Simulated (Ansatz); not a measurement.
**C2H5Si2 radical: one species, many methods**

Aim: compute C2H5Si2 radical with functionals from several rungs and with coupled cluster, and see how far each lands from CCSD(T) at the basis-set limit for the atomisation energy.

The runs use Ansatz 0.2.0, Gaussian basis; functionals in def2-TZVPP, the program's frozen cores in correlated methods.

Plan: LDA (SPW92), PBE-D4, revPBE-D4, BLYP-D4, r2SCAN-D4, B97M-V, PBE0-D4, B3LYP-D4, r2SCANh-D4, r2SCAN0-D4, HSE06-D4, BHLYP-D4, CAM-B3LYP-D4, LC-ωPBE, ωB97X-V, ωB97M-V, B2PLYP, PBE-QIDH; CCSD(T)/def2-SVP; CCSD(T)/def2-TZVPP; MP2/def2-QZVPP; extrapolation to the limit; RPA on PBE.

## Step 1: Structure used throughout

All runs share one geometry, relaxed beforehand with PBE0-D4 in a triple-zeta def2 set.

9 atoms, charge 0, spin multiplicity 2.

Atoms are counted from 1 here; the program's logs count them from 0.

Bond lengths: Si1–C2 1.802 Å, Si1–H5 1.483 Å, Si1–H6 1.483 Å, C2–C3 1.219 Å, C3–Si4 1.824 Å, Si4–H7 1.484 Å, Si4–H8 1.483 Å, Si4–H9 1.483 Å. Angles: C2–Si1–H5 111.6°, C2–Si1–H6 111.6°, H5–Si1–H6 112.7°, Si1–C2–C3 174.7°, C2–C3–Si4 179.2°, C3–Si4–H7 109.4°, C3–Si4–H8 109.1°, C3–Si4–H9 109.1°, H7–Si4–H8 109.7°, H7–Si4–H9 109.7°, H8–Si4–H9 109.8°.

## Step 2: LDA

This LDA is Slater exchange with PW92 correlation.

Contents of in.yaml:

```yaml
crystal:
  periodic: [false, false, false]
  atoms:
    - {symbol: Si, position_ang: [-0.083334, 2.376443, -1.321890]}
    - {symbol: C, position_ang: [-0.023141, 0.801352, -0.449030]}
    - {symbol: C, position_ang: [0.126939, -0.244298, 0.159735]}
    - {symbol: Si, position_ang: [0.325700, -1.814471, 1.066476]}
    - {symbol: H, position_ang: [-0.415544, 2.194363, -2.755930]}
    - {symbol: H, position_ang: [-0.980937, 3.343244, -0.643963]}
    - {symbol: H, position_ang: [-0.967822, -2.540701, 1.082689]}
    - {symbol: H, position_ang: [1.354248, -2.640364, 0.388110]}
    - {symbol: H, position_ang: [0.752392, -1.521868, 2.456602]}
basis:
  gaussian: {orbitals: def2-TZVPP}
magnetization: {spin_polarized: true, initial_magnetization: 1}
hamiltonian: {xc: lda}
output: {orbitals: {seedname: orbitals}}
```

On the command line:

```console
ansatz run in.yaml --threads 4 --pin off --events-out ev --progress --plain --max-ram 10444MiB
```

Further steps of the session: PBE-D4 (GGA); revPBE-D4 (GGA); BLYP-D4 (GGA); r2SCAN-D4 (meta-GGA); B97M-V (meta-GGA); PBE0-D4 (hybrid); B3LYP-D4 (hybrid); r2SCANh-D4 (hybrid); r2SCAN0-D4 (hybrid); HSE06-D4 (hybrid); BHLYP-D4 (hybrid); CAM-B3LYP-D4 (range-separated); LC-ωPBE (range-separated); ωB97X-V (range-separated); ωB97M-V (range-separated); B2PLYP (double hybrid); PBE-QIDH (double hybrid); CCSD(T) in def2-SVP; CCSD(T) in def2-TZVPP; MP2 in def2-QZVPP; RPA on PBE orbitals.

**Question.** What will the summary of the whole plan be? Wanted: atomisation energy, CCSD(T)/CBS; farthest beyond LDA; mean size of error, GGA; mean size of error, meta-GGA; mean size of error, hybrid; mean size of error, range-separated; mean size of error, double hybrid; gap, smallest and largest; T1 diagnostic.

As calculated:

```
                               quantity                                                                             value
        atomisation energy, CCSD(T)/CBS                                                                    745.9 kcal/mol
functionals within 3.7 kcal/mol (0.5 %)  BLYP-D4, PBE0-D4, B3LYP-D4, r2SCANh-D4, HSE06-D4, CAM-B3LYP-D4, ωB97X-V, ωB97M-V
                    farthest beyond LDA                                                         BHLYP-D4 (-13.8 kcal/mol)
                mean size of error, GGA                                                                      4.9 kcal/mol
           mean size of error, meta-GGA                                                                      6.2 kcal/mol
             mean size of error, hybrid                                                                      4.0 kcal/mol
    mean size of error, range-separated                                                                      3.3 kcal/mol
      mean size of error, double hybrid                                                                      4.4 kcal/mol
              gap, smallest and largest                                          1.04 eV (LDA (SPW92)), 8.23 eV (LC-ωPBE)
                          T1 diagnostic                                                                            0.0299
triples share of the correlation energy                                                                             4.5 %
```

**Reading.** The LDA atomisation energy is off by 92.6 kcal/mol (12 %): it overbinds. PBE-D4 is off by +10.1 kcal/mol. Double hybrids carry the basis error of their MP2 part in triple zeta, and no dispersion term here, so their miss is partly the set-up's. Taken by rung, range-separated functionals do best (3.3 kcal/mol on average) and meta-GGA ones worst beyond LDA (6.2 kcal/mol). The gap between the best rungs is small, so their order is not settled. The reference freezes the cores and leaves out relativity and excitations past (T), so misses under about 3.7 kcal/mol can't be ranked. Hartree-Fock recovers 75 % of the binding; the rest is correlation. CCSD(T) in def2-SVP is off by -42.4 kcal/mol, worse than the median functional, from the basis alone. Orbital gaps span 1.0 to 8.2 eV; exact exchange widens them. The UHF reference is spin-contaminated (⟨S²⟩ = 0.88 against 0.75).
